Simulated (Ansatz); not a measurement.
# SnO2: a line through a two-coordinate scan

The task here is to estimate one member of a computed series from the others.

Computed with Ansatz 0.2.0 (DFT LDA, scalar-relativistic, plane waves, PAW, unless a step's input says otherwise).

39 further runs of the same task are left out: 39 set aside as unsound or not needed.

## The structure to begin with

The structure is tetragonal, space group P4_2/mnm (No. 136). The conventional cell has a = 4.723 Å, b = 4.723 Å, c = 3.190 Å, α = 90.00°, β = 90.00°, γ = 90.00°. Sn (site symmetry mmm) is surrounded by 6 O at 2.04 to 2.05 Å. O (site symmetry m2m) is surrounded by 3 Sn at 2.04 to 2.05 Å.

Structure file:

```cif
data_structure
_symmetry_space_group_name_H-M 'P 1'
_symmetry_Int_Tables_number 1
_cell_length_a 4.7223
_cell_length_b 4.7229
_cell_length_c 3.1904
_cell_angle_alpha 90.000
_cell_angle_beta 90.000
_cell_angle_gamma 90.000
_cell_volume 71.15
loop_
_atom_site_label
_atom_site_type_symbol
_atom_site_fract_x
_atom_site_fract_y
_atom_site_fract_z
_atom_site_occupancy
Sn1 Sn 0.50000 0.50000 0.50000 1
Sn2 Sn 0.00000 0.00000 0.00000 1
O1 O 0.30598 0.30618 0.00000 1
O2 O 0.80598 0.19382 0.50000 1
O3 O 0.19402 0.80618 0.50000 1
O4 O 0.69402 0.69382 0.00000 1
```

It goes back to an entry of the Materials Project, which need not be the stable form.

It is the result of an earlier relaxation at this level (volume 11.86 Å³/atom; gap on the mesh: 1.16 eV).

## Plan of the line

Atoms count from 1 in the order of the input.

The energy is mapped over a free internal coordinate and the cell.

- shift of O3 along [0 1 0], its symmetry partners moved as symmetry demands (measured in the relaxed cell): 9 values from −0.245 to 0.245 Å
- volume per atom at fixed shape: 9 values from 10.20 to 13.52 Å³

Nothing else is relaxed (all other coordinates fixed). Energies count from the relaxed crystal. Points are written as (first, second).

Set-up of the first run:

Contents of input.yaml:

```yaml
crystal:
  lattice:
    - [4.4907696718, 0.0, 0.0]
    - [0.0, 4.4913213421, 0.0]
    - [0.0, 0.0, 3.0339885145]
  atoms:
    - { symbol: Sn, position: [0.5, 0.5, 0.5] }
    - { symbol: Sn, position: [0.0, 0.0, 0.0] }
    - { symbol: O, position: [0.3059833077, 0.293217617, 0.0] }
    - { symbol: O, position: [0.8059833077, 0.206782383, 0.5] }
    - { symbol: O, position: [0.1940166923, 0.793217617, 0.5] }
    - { symbol: O, position: [0.6940166923, 0.706782383, 0.0] }
basis:
  ecutwfc: 520.0
kpoints:
  mp_grid: { grid: [6, 6, 8] }
hamiltonian:
  xc: lda
scf:
  occupations: { method: gaussian, width: 0.05 }
output:
  forces: true
  stress: true
  eigenvalues: true
```

The run is started by

```sh
> ansatz run input.yaml --threads 2 --pin off --max-ram 4096MiB --backend cpu --events-out ev --progress --plain --runs-dir out
```

Steps of the session up to this table: Grid point (−0.061 Å, 10.20 Å³); Grid point (−0.061 Å, 10.61 Å³); Grid point (−0.061 Å, 11.44 Å³); The run at (−0.061 Å, 11.86 Å³); Grid point (−0.061 Å, 12.27 Å³); Grid point (−0.061 Å, 12.69 Å³); The run at (−0.061 Å, 13.10 Å³); The run at (−0.061 Å, 13.52 Å³).

One table of the session follows, with a row left open; its other results are not shown here.

```
volume per atom at fixed shape (Å³)  energy (meV/atom)  slope (meV/atom per Å³)  pressure (GPa)  band gap on the k-mesh (eV)  largest force on an atom (eV/Å)
                              10.20                213                     −282              45                         2.99                            0.954
                              10.61                116                     −187              30                         2.44                            0.963
                              11.03                 55                     −110              18                         1.94                            0.970
                              11.44                 23                      −47               7                         1.47                            0.974
                              11.86                 15                        5              −1                         1.05                            0.977
                              12.27                 26                       47              −8                         0.66                            0.977
                              12.69                 53                       81             −13                         0.33                            0.974
                              13.10                  ?                        ?               ?                            ?                                ?
                              13.52                142                      131             −21                         0.13                            0.960
```

**Question.** Estimate the row for volume per atom at fixed shape (Å³) = 13.10.

Worked estimate for «energy (meV/atom)». A straight line through the neighbours (12.69, 53) and (13.52, 142) gives 53 + (142 − 53) × (13.10 − 12.69) / (13.52 − 12.69) = 97; a parabola fitted to 3 rows on both sides gives 91.

The run gave: energy (meV/atom): 92; slope (meV/atom per Å³): 109; pressure (GPa): −17; band gap on the k-mesh (eV): 0.18; largest force on an atom (eV/Å): 0.967. In «energy (meV/atom)» the line misses by +5 and the parabola by -1.

Energies count from the relaxed crystal. Rows without a step come from runs not printed here or follow by symmetry. Slopes come from the forces (and the stress, where the cell changes), not from differences of energies.

The lowest point of the line is at 11.86 Å³, 15 meV/atom from the zero. Energies and slopes round the minimum, fitted together, put the minimum at 11.813 Å³, with a curvature of about 110 meV/atom per (Å³)². V·d²E/dV² there is about 220 GPa, a bulk modulus under this line's constraint. The highest point computed, at 10.20 Å³, lies 198 meV/atom above the lowest. This is one cut through a surface in two coordinates; the map's lowest point lies off it.

Caveats from the session: These are semilocal Kohn-Sham gaps, which aren't the measured quantity.
